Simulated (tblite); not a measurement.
# C2H10NSSi2: the cost of one run

Programs: tblite 0.8.0 and PySCF 2.14.0, with density-fitted response routines of our own. Each step states its level of theory. These are calculated values for one molecule in the gas phase, unless marked as measured. Atoms are numbered from 0 throughout.

### 1 The starting structure

16 atoms, charge 0, multiplicity 2; geometry from: force field or distance geometry start.

Bonds of the start (Å): C0–N1 1.44, N1–Si2 1.75, Si2–C3 1.87, C3–S4 1.82, S4–Si5 2.15, C0–H6 1.11, C0–H7 1.12, C0–H8 1.11, Si2–H9 1.46, Si2–H10 1.48, C3–H11 1.12, C3–H12 1.12, Si5–H13 1.47, Si5–H14 1.47, Si5–H15 1.45.

### 2 Geometry optimisation with GFN2-xTB

The job: settings as JSON, then the geometry in Å.

```
{"job": {"kind": "relax", "xc": "GFN2-xTB", "basis": "xTB"}, "charge": 0, "multiplicity": 2}
C      3.285300     0.180000     0.349600
N      2.241200    -0.809500     0.221500
Si     0.682900    -0.178100    -0.274200
C     -0.643200    -1.038700     0.730600
S     -1.750800     0.152200     1.553300
Si    -3.255600     0.720900     0.123800
H      2.978300     1.188700     0.001400
H      3.566400     0.282800     1.433300
H      4.208800    -0.196400    -0.147100
H      0.534800     1.267700    -0.143900
H      0.440300    -0.621200    -1.668700
H     -1.297900    -1.650800     0.055200
H     -0.214600    -1.766000     1.461900
H     -4.511300     0.901100     0.865700
H     -2.821600     1.965200    -0.518500
H     -3.450700    -0.389100    -0.787800
```

The run is started by

```console
OMP_NUM_THREADS=1 python probes_run.py task.json out
```

One launch serves the whole session: the jobs run in the order shown.

Q: Estimate the wall time of this first job on 1 thread of Arm Neoverse V1, shared host.

About 1.8 s.
